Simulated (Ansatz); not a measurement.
Relaxation of a periodic cell of 17 atoms, Si (host Si, host structure diamond, interstitial Si), to a largest force component of 0.08 eV/Å in at most 25 steps.

These are results of DFT PBE, scalar-relativistic, plane waves, PAW (Ansatz), not measurements. Settings: accuracy low, cutoff 420 eV, k mesh 2x2x2, fermi-dirac smearing 0.02 eV, no spin polarisation.

```xyz
17
Lattice="0.0000 5.4300 5.4300 5.4300 0.0000 5.4300 5.4300 5.4300 0.0000" Properties=species:S:1:pos:R:3:forces:R:3
Si 0.000 0.000 0.000 -0.25 2.07 -0.25
Si 1.357 1.357 1.357 0.12 0.02 0.12
Si 2.715 2.715 0.000 -0.06 -0.12 -0.12
Si 4.072 4.072 1.357 -2.17 0.34 0.34
Si 2.715 0.000 2.715 -0.13 -0.13 -0.13
Si 4.072 1.357 4.072 -0.29 -0.28 -0.29
Si 5.430 2.715 2.715 -0.24 -0.24 2.04
Si 6.787 4.072 4.072 0.12 0.12 0.02
Si 0.000 2.715 2.715 -0.12 -0.12 -0.06
Si 1.357 4.072 4.072 0.34 0.34 -2.18
Si 2.715 5.430 2.715 0.31 0.31 0.31
Si 4.072 6.787 4.072 0.14 0.14 0.14
Si 2.715 2.715 5.430 2.05 -0.25 -0.24
Si 4.072 4.072 6.787 0.02 0.12 0.12
Si 5.430 5.430 5.430 -0.12 -0.06 -0.12
Si 6.787 6.787 6.787 0.33 -2.15 0.34
Si 6.072 8.788 6.071 -0.05 -0.09 -0.04
```

**Question.** Where does it end, and by what steps?

**Answer.** It converged. The threshold is loose, so the end isn't yet a minimum. The force dipped under the threshold on the way, but the program's further checks kept it going. Limits of this set-up: coarse k mesh, low accuracy level. After 11 steps the energy has fallen by 0.958 eV; Si12 moved furthest, 0.41 Å.

```
step  energy less start (eV)  largest force component (eV/Å)  accepted
   0                  0.0000                           2.179       yes
   1                 -0.6984                           0.968       yes
   2                 -0.9319                           0.331       yes
   3                 -0.9537                           0.026       yes
   4                 -0.9537                           0.025       yes
   5                 -0.9548                           0.021       yes
   6                 -0.9556                           0.016       yes
   7                 -0.9557                           0.005       yes
   8                 -0.9558                           0.004       yes
   9                 -0.9558                           0.007       yes
  10                 -0.9563                           0.032       yes
  11                 -0.9580                           0.061       yes
```

```xyz
17
Lattice="0.0000 5.4300 5.4300 5.4300 0.0000 5.4300 5.4300 5.4300 0.0000" Properties=species:S:1:pos:R:3
Si -0.080 0.081 -0.082
Si 1.301 1.353 1.304
Si 2.678 2.768 0.064
Si 3.943 4.171 1.445
Si 2.544 -0.181 2.547
Si 3.898 1.191 3.896
Si 5.349 2.642 2.785
Si 6.730 4.007 4.079
Si 0.061 2.768 2.681
Si 1.447 4.171 3.940
Si 2.935 5.657 2.932
Si 4.312 7.016 4.315
Si 2.787 2.643 5.346
Si 4.077 4.007 6.733
Si 5.492 5.383 5.495
Si 6.878 6.666 6.876
Si 6.019 8.743 6.016
```

Whether the end is a true minimum wasn't checked by a vibrational analysis.

Run time: 58 s on 1 thread of Arm Neoverse V1 (shared host), peak memory 0.5 GiB.
